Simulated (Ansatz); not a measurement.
# Cl2FHHfO: how energies converge with the basis set

One table from this session's results is given with a row withheld; the runs are named, their logs left out.

Computed with Ansatz 0.2.0, Gaussian basis. Level: one geometry, several basis sets.

Plan: PBE0-D4/def2-SVP; ωB97M-V/def2-SVP; PBE0-D4/def2-QZVPP; ωB97M-V/def2-QZVPP; the functionals' def2-TZVPP values are taken from earlier runs.

## The relaxed structure

An earlier PBE0-D4 in a triple-zeta def2 set relaxation fixed the geometry. Hf takes the def2 core potential; no spin-orbit term is included.

SMILES `[OH][Hf]([F])([Cl])[Cl]`, 6 atoms, charge 0, spin multiplicity 1.

Atoms are counted from 1 here; the program's logs count them from 0.

Bond lengths: O1–Hf2 1.887 Å, O1–H6 0.952 Å, Hf2–F3 1.894 Å, Hf2–Cl4 2.344 Å, Hf2–Cl5 2.344 Å. Angles: Hf2–O1–H6 178.9°, O1–Hf2–F3 108.8°, O1–Hf2–Cl4 109.8°, O1–Hf2–Cl5 109.8°, F3–Hf2–Cl4 109.0°, F3–Hf2–Cl5 109.0°, Cl4–Hf2–Cl5 110.4°.

The first run:

Contents of in.yaml:

```yaml
crystal:
  periodic: [false, false, false]
  atoms:
    - {symbol: O, position_ang: [-1.030174, 0.994144, -0.322500]}
    - {symbol: Hf, position_ang: [0.274295, -0.322649, 0.033037]}
    - {symbol: F, position_ang: [0.169711, -1.663532, -1.300858]}
    - {symbol: Cl, position_ang: [-0.130465, -1.297112, 2.126347]}
    - {symbol: Cl, position_ang: [2.410882, 0.640468, -0.020419]}
    - {symbol: H, position_ang: [-1.694249, 1.648682, -0.515607]}
basis:
  gaussian: {orbitals: def2-SVP}
hamiltonian: {xc: pbe0, dispersion: d4}
output: {orbitals: {seedname: orbitals}}
```

Launch:

```sh
ansatz run in.yaml --threads 2 --pin off --events-out ev --progress --plain --max-ram 20480MiB --backend cpu
```

Steps of the session up to this table: PBE0-D4 in def2-SVP; ωB97M-V in def2-SVP; PBE0-D4 in def2-QZVPP; ωB97M-V in def2-QZVPP.

One of the session's tables, all rows but one given; the rest of the session is left out.

| functional | basis | HOMO (eV) |
| --- | --- | --- |
| PBE0-D4 | def2-SVP | -9.31 |
| PBE0-D4 | def2-TZVPP | -9.36 |
| PBE0-D4 | def2-QZVPP | -9.39 |
| ωB97M-V | def2-SVP | ? |
| ωB97M-V | def2-TZVPP | -11.60 |
| ωB97M-V | def2-QZVPP | -11.64 |

**Question.** Estimate the row for ωB97M-V, def2-SVP.

The run gave: HOMO (eV): -11.49. In the column «HOMO (eV)» it lies between ωB97M-V, def2-TZVPP (-11.60) and PBE0-D4, def2-QZVPP (-9.39).
